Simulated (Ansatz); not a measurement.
GdO in Ansatz: the effect of starting spin order

Crystal: GdO.

```
CELL_PARAMETERS angstrom
2.80181 0.00000 0.00000
0.00000 2.80181 0.00000
0.00000 0.00000 2.80181
ATOMIC_POSITIONS crystal
Gd 0.00000 0.00000 0.00000
O 0.50000 0.50000 0.50000
```

The cell comes from a database or a generator and needn't be the stable form of this composition.

Alike in all runs:

```yaml
Program: Ansatz 0.2.0
Task: single point
Functional: PBE
Potentials_or_basis: Ansatz PAW
Cutoff: "420 eV (not typed: the program's choice for these potentials)"
k_mesh: 9 × 9 × 9
Occupations: fermi-dirac, width 0.05 eV
```

| starting spin order | spin | starting moments | energy over the lowest run (meV/atom) | final net moment (μB) | final largest site moment (μB) |
| --- | --- | --- | --- | --- | --- |
| spin off | no spin polarisation | - | ? | ? | ? |
| fm | collinear spin, ferromagnetic start | [7.0, 0.0] μB | 0.0 | 6.97 | 6.73 |
| random | collinear spin, random start | [-5.69, 0.0] μB | 0.0 | -6.97 | 6.73 |
| ferromagnetic start, larger moments | collinear spin, ferromagnetic start | [8.5, 0.0] μB | 0.0 | 6.97 | 6.73 |

What does the run with starting spin order spin off give?

Energy over the lowest run 3317.0 meV/atom; final net moment 0.00 μB; final largest site moment 0.00 μB.

Caveats: a cell with one magnetic atom can't hold antiferromagnetic order, which such compounds often take (some runs).
